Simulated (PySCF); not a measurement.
**A diatomic session: SeBr**

One table from this session's results is given with a row withheld; the runs are named, their logs left out.

The runs use PySCF 2.14.0; Se def2-TZVPP, Br def2-TZVPP, no relativity.

The first run:

Settings of the job:

```
atoms                         : Se, Br
charge                        : 0
basis                         : Se def2-TZVPP, Br def2-TZVPP
Hamiltonian                   : no relativity
basis functions               : 96
electrons treated             : 69
masses in u                   : 79.9165, 78.9183
levels                        : PBE0, PBE, r²SCAN, r²SCAN0, r²SCANh, B97-3, M06-L, CAM-B3LYP, HF, MP2, SCS-MP2, CCSD, CCSD(T)
grid                          : 80 radial by 434 angular points
occupations                   : held fixed by the projection of orbital angular momentum
dissociation limit            : Se + Br, each in its ground configuration
starting distance in angstrom : 2.230
values of 2S to try           : 1, 3
```

The run is started by

```
$ OMP_NUM_THREADS=2 python dia.py task.json out
```

Among the steps run: Set-up; PBE0 along the bond; Excited determinants; PBE (GGA); r²SCAN; r²SCAN0 (hybrid meta-GGA); r²SCANh; B97-3; M06-L (meta-GGA); CAM-B3LYP (range-separated hybrid); UHF; Adding correlation.

One table of the session follows, with a row left open; its other results are not shown here.

It belongs to the step «The curves together». Energy (eV) from each level's lowest point:

| R (Å) | UHF | UHF-MP2 | UHF-SCS-MP2 | UHF-CCSD | UHF-CCSD(T) |
| --- | --- | --- | --- | --- | --- |
| 1.955 | 1.445 | 1.258 | 1.336 | n/a | n/a |
| 2.046 | 0.655 | 0.529 | 0.585 | 0.602 | 0.617 |
| 2.137 | ? | ? | ? | ? | ? |
| 2.205 | 0.057 | 0.025 | 0.041 | 0.045 | 0.050 |
| 2.273 | 0.000 | 0.000 | 0.000 | 0.000 | 0.000 |
| 2.341 | 0.022 | 0.049 | 0.034 | 0.030 | 0.025 |
| 2.432 | 0.139 | 0.199 | 0.166 | 0.151 | 0.138 |
| 2.546 | 0.360 | 0.568 | 0.525 | 0.391 | 0.367 |
| 2.682 | 0.576 | 1.157 | 1.110 | 0.752 | 0.718 |
| 2.864 | 0.739 | 1.660 | 1.598 | n/a | n/a |

Q: Estimate the row for R (Å) = 2.137 from the others.

Worked estimate for «UHF». A straight line through the neighbours (2.046, 0.655) and (2.205, 0.057) gives 0.655 + (0.057 − 0.655) × (2.137 − 2.046) / (2.205 − 2.046) = 0.313; a parabola fitted to 4 rows on both sides gives 0.202.

The run gave: UHF: 0.218; UHF-MP2: 0.149; UHF-SCS-MP2: 0.181; UHF-CCSD: 0.191; UHF-CCSD(T): 0.200. In «UHF» the line misses by +0.095 and the parabola by -0.016.
